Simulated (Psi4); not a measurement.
# Cu2 (SMILES [Cu][Cu]) at B2PLYP/def2-SVPD (density fitting for correlation)

Aim: the energy change on altering one bond length of Cu2 at B2PLYP/def2-SVPD (density fitting for correlation), from 2 runs. 

The calculation is run with Psi4 1.11.

15 further runs of the same task are left out: 15 that didn't finish.

**1. Starting point**

Cu2 has 2 atoms, charge 0, and is taken as a singlet. SMILES: `[Cu][Cu]`. Geometry: the measured bond length.

Bond lengths: Cu1–Cu2 2.220 Å.

**2. A single-point energy at B2PLYP/def2-SVPD (density fitting for correlation)**

Contents of job.py:

```python
import psi4

psi4.set_memory(1600000000)
psi4.set_num_threads(1)
psi4.core.set_output_file('run.log', False)

molecule = psi4.geometry("""
Cu     0.000000     0.000000     0.000000
Cu     0.000000     0.000000     2.219700
symmetry c1
""")

options = {'basis': 'def2-SVPD', 'puream': True, 'e_convergence': 1e-09, 'd_convergence': 1e-08, 'scf_type': 'pk', 'dft_radial_points': 99, 'dft_spherical_points': 590, 'num_frozen_docc': 10}
psi4.set_options(options)

e_tot = psi4.energy('b2plyp', molecule=molecule)
print(f'total energy {e_tot:.8f} hartree = {e_tot * 27.211386:.5f} eV')
```

Launch:

```bash
python job.py
```

run.log:

```text
[...]
  Running in c1 symmetry.
[...]
  Nuclear repulsion =  200.494676836270656
[...]
  Multiplicity = 1
[...]
  Nalpha       = 29
  Nbeta        = 29
[...]
    Number of basis functions: 68
[...]
   @RKS iter   1: -3275.89669851100189   -2.18567e+00   4.20993e-02 DIIS/ADIIS
[...]
   @RKS iter  12: -3279.67538861065077   -1.22782e-11   7.67889e-09 DIIS
[...]
    Orbital Energies [Eh]
    ---------------------
    Doubly Occupied:
       1A   -325.390758     2A   -325.390729     3A    -39.608942
       4A    -39.608925     5A    -34.657049     6A    -34.657046
       7A    -34.656006     8A    -34.656006     9A    -34.655987
      10A    -34.655987    11A     -4.544472    12A     -4.543703
      13A     -2.969863    14A     -2.963507    15A     -2.962111
      16A     -2.962111    17A     -2.961566    18A     -2.961566
      19A     -0.350809    20A     -0.339725    21A     -0.339725
      22A     -0.321942    23A     -0.321942    24A     -0.315438
      25A     -0.315438    26A     -0.303410    27A     -0.303410
      28A     -0.295439    29A     -0.211800
[...]
  @RKS Final Energy: -3279.67538861065077
   => Energetics <=
    Nuclear Repulsion Energy =            200.4946768362706564
    One-Electron Energy =               -4978.6470820893282507
    Two-Electron Energy =                1562.5222908814221228
    DFT Exchange-Correlation Energy =     -64.0452742390151712
    Empirical Dispersion Energy =           0.0000000000000000
    VV10 Nonlocal Energy =                  0.0000000000000000
    Total Energy =                      -3279.6753886106507707
[...]
 Multipole Moments:
 ------------------------------------------------------------------------------------
     Multipole            Electronic (a.u.)      Nuclear  (a.u.)        Total (a.u.)
 ------------------------------------------------------------------------------------
 L = 1.  Multiply by 2.5417464519 to convert [e a0] to [Debye]
 Dipole X            :         -0.0000000            0.0000000           -0.0000000
 Dipole Y            :         -0.0000000            0.0000000           -0.0000000
 Dipole Z            :          0.0000000            0.0000000            0.0000000
 Magnitude           :                                                    0.0000000
[...]
```

On the terminal:

```text
total energy -3279.92625804 hartree = -89251.33946 eV
```

Wall time 3.6 s (1 thread of Intel Xeon Platinum 8488C (Sapphire Rapids), shared host); peak memory 0.42 GiB.

**3. The distorted shape, same level**

Contents of calc.py:

```python
import psi4

psi4.set_memory(1600000000)
psi4.set_num_threads(1)
psi4.set_output_file('output.dat', False)

molecule = psi4.geometry("""
Cu
Cu 1 3.9955
symmetry c1
no_reorient
no_com
""")

options = {'basis': 'def2-SVPD', 'puream': True, 'e_convergence': 1e-09, 'd_convergence': 1e-08, 'scf_type': 'pk', 'dft_radial_points': 99, 'dft_spherical_points': 590, 'num_frozen_docc': 10}
psi4.set_options(options)

energy_value = psi4.energy('b2plyp', molecule=molecule)
print('E =', round(energy_value, 9))
```

Launch:

```bash
python calc.py
```

output.dat:

```text
[...]
  Running in c1 symmetry.
[...]
  Nuclear repulsion =  111.384816461887141
[...]
  Multiplicity = 1
[...]
  Nalpha       = 29
  Nbeta        = 29
[...]
    Number of basis functions: 68
[...]
   @RKS iter   1: -3275.95625079236424   -3.12960e+00   4.09625e-02 DIIS/ADIIS
[...]
   @RKS iter  12: -3279.61029565901526   -1.09139e-11   1.77632e-09 DIIS
[...]
    Orbital Energies [Eh]
    ---------------------
    Doubly Occupied:
       1A   -325.386129     2A   -325.386123     3A    -39.602083
       4A    -39.602077     5A    -34.649934     6A    -34.649934
       7A    -34.649932     8A    -34.649932     9A    -34.649731
      10A    -34.649723    11A     -4.543422    12A     -4.543417
      13A     -2.964312    14A     -2.964312    15A     -2.964301
      16A     -2.964301    17A     -2.964126    18A     -2.964085
      19A     -0.323256    20A     -0.323256    21A     -0.323234
      22A     -0.323234    23A     -0.322991    24A     -0.322991
      25A     -0.322793    26A     -0.322793    27A     -0.322219
      28A     -0.321967    29A     -0.173595
[...]
  @RKS Final Energy: -3279.61029565901526
   => Energetics <=
    Nuclear Repulsion Energy =            111.3848164618871408
    One-Electron Energy =               -4800.4575355313054388
    Two-Electron Energy =                1473.4931271810096405
    DFT Exchange-Correlation Energy =     -64.0307037706071611
    Empirical Dispersion Energy =           0.0000000000000000
    VV10 Nonlocal Energy =                  0.0000000000000000
    Total Energy =                      -3279.6102956590152644
[...]
 Multipole Moments:
 ------------------------------------------------------------------------------------
     Multipole            Electronic (a.u.)      Nuclear  (a.u.)        Total (a.u.)
 ------------------------------------------------------------------------------------
 L = 1.  Multiply by 2.5417464519 to convert [e a0] to [Debye]
 Dipole X            :         -0.0000000            0.0000000           -0.0000000
 Dipole Y            :          0.0000000            0.0000000            0.0000000
 Dipole Z            :          0.0000000            0.0000000            0.0000000
 Magnitude           :                                                    0.0000000
[...]
```

Standard output:

```text
E = -3279.850075227
```

It took 3.9 s on 1 thread of Intel Xeon Platinum 8488C (Sapphire Rapids), shared host; peak memory 0.39 GiB.

**4. Results**

Level: B2PLYP/def2-SVPD (density fitting for correlation), 10 core orbitals frozen.

| quantity | value |
| --- | --- |
| first shape: total energy | -3279.92626 Eh |
| first shape: HOMO energy (SCF part's orbitals) | -5.76 eV |
| first shape: LUMO energy (SCF part's orbitals) | -0.99 eV |
| first shape: HOMO–LUMO gap (SCF part's orbitals) | 4.77 eV |
| distorted shape: total energy | -3279.85008 Eh |
| distorted shape: HOMO energy (SCF part's orbitals) | -4.72 eV |
| distorted shape: LUMO energy (SCF part's orbitals) | -2.09 eV |
| distorted shape: HOMO–LUMO gap (SCF part's orbitals) | 2.64 eV |
| energy change with the Cu1–Cu2 bond stretched from 2.220 to 3.995 Å | 2.073 eV |

In words: One bond (distorted shape) is far stretched, which a spin-restricted single reference describes badly; perturbation theory on it can break down and give far too much correlation. With the Cu1–Cu2 bond stretched from 2.220 to 3.995 Å the energy rises by 2.07 eV (48 kcal/mol). The first shape isn't relaxed at this level, so the change isn't measured from a minimum. A restricted reference can't describe the breaking bond well at this length.
